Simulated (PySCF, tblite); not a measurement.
# C₄H₁₀B₂ClP: geometry, infrared bands and NMR shifts

What infrared bands and NMR shifts should C₄H₁₀B₂ClP (`BPB(Cl)C1CCC1`) show?

The runs use tblite 0.8.0 and PySCF 2.14.0, with density-fitted response routines of our own; the level of theory stands in each step. All values are computed, except where a source is named. Atoms count from 0, in the outputs and in this text.

### 1 The molecule as given

18 atoms, charge 0, multiplicity 1; geometry from: force field or distance geometry start.

Bonds of the start (Å): B0–P1 1.94, P1–B2 1.93, B2–Cl3 1.86, B2–C4 1.57, C4–C5 1.50, C5–C6 1.50, C6–C7 1.52, C7–C4 1.53, B0–H8 1.17, B0–H9 1.18, P1–H10 1.47, C4–H11 1.11, C5–H12 1.11, C5–H13 1.09, C6–H14 1.12, C6–H15 1.10, C7–H16 1.10, C7–H17 1.12.

### 2 Relaxing the molecule with GFN2-xTB

Job settings and geometry (Å):

```
{"job": {"kind": "relax", "xc": "GFN2-xTB", "basis": "xTB"}, "charge": 0, "multiplicity": 1}
B      3.236500     0.697900    -0.383700
P      2.336800    -0.649500     0.674600
B      0.438700    -0.294500     0.797600
Cl    -0.013300     1.080900     1.964400
C     -0.333700    -0.577700    -0.541400
C     -1.752200    -1.049600    -0.455500
C     -2.150600     0.398300    -0.383800
C     -0.864800     0.727600    -1.134400
H      2.782100     1.765900    -0.564800
H      4.351300     0.443000    -0.665800
H      2.435500    -1.889800    -0.105300
H      0.248400    -1.119700    -1.320600
H     -2.110200    -1.491500    -1.403000
H     -2.022300    -1.696900     0.378800
H     -3.081800     0.555200    -0.978700
H     -2.167200     0.865700     0.615700
H     -0.338900     1.630600    -0.800100
H     -1.003100     0.610400    -2.235100
```

The run is started by

```console
> OMP_NUM_THREADS=1 python probes_run.py task.json out
```

The driver reads the jobs from task.json and runs them one after another.

**Question.** This job is followed by: GFN2-xTB harmonic vibrations, gas phase; GIAO PBE0/pcSseg-1 NMR shielding, non-relativistic, gas phase. What will the session give for the following? strongest single infrared mode (GFN2-xTB); zero-point energy (GFN2-xTB); 13C shifts against TMS (PBE0/pcSseg-1, means over atoms taken as alike); 1H shifts against TMS (PBE0/pcSseg-1, means over atoms taken as alike); 11B shifts against BF3·OEt2 (PBE0/pcSseg-1); 31P shifts against H3PO4 (PBE0/pcSseg-1); 35Cl shifts against HCl (PBE0/pcSseg-1).

The runs gave:

| quantity | value |
| --- | --- |
| strongest single infrared mode (GFN2-xTB) | 851 cm⁻¹, 161 km/mol |
| zero-point energy (GFN2-xTB) | 84.9 kcal/mol |
| 13C shifts against TMS (PBE0/pcSseg-1, means over atoms taken as alike) | 34.0, 25.3, 19.9 ppm |
| 1H shifts against TMS (PBE0/pcSseg-1, means over atoms taken as alike) | 7.80, 4.61, 2.88, 2.33, 2.23, 2.00, 1.90 ppm |
| 11B shifts against BF3·OEt2 (PBE0/pcSseg-1) | 69.7, 69.0 ppm |
| 31P shifts against H3PO4 (PBE0/pcSseg-1) | -37.7 ppm |
| 35Cl shifts against HCl (PBE0/pcSseg-1) | 228 ppm |

The optimisation took 163 steps and gained 1.296 eV; among the close pairs (by a distance rule), B2–Cl3 changed most, from 1.859 to 1.720 Å. The lowest mode is slightly imaginary (10i cm⁻¹), a soft motion within the noise of the Hessian, so the minimum is not strictly shown. The strongest single mode, at 851 cm⁻¹, moves mainly B2. GFN2-xTB is a fitted tight-binding method: band positions and strengths are rough. Its intensities can rank the bands wrongly. At PBE0/pcSseg-1: Shielding is most anisotropic at Cl3 (span 677 ppm, paramagnetic term -428 ppm).
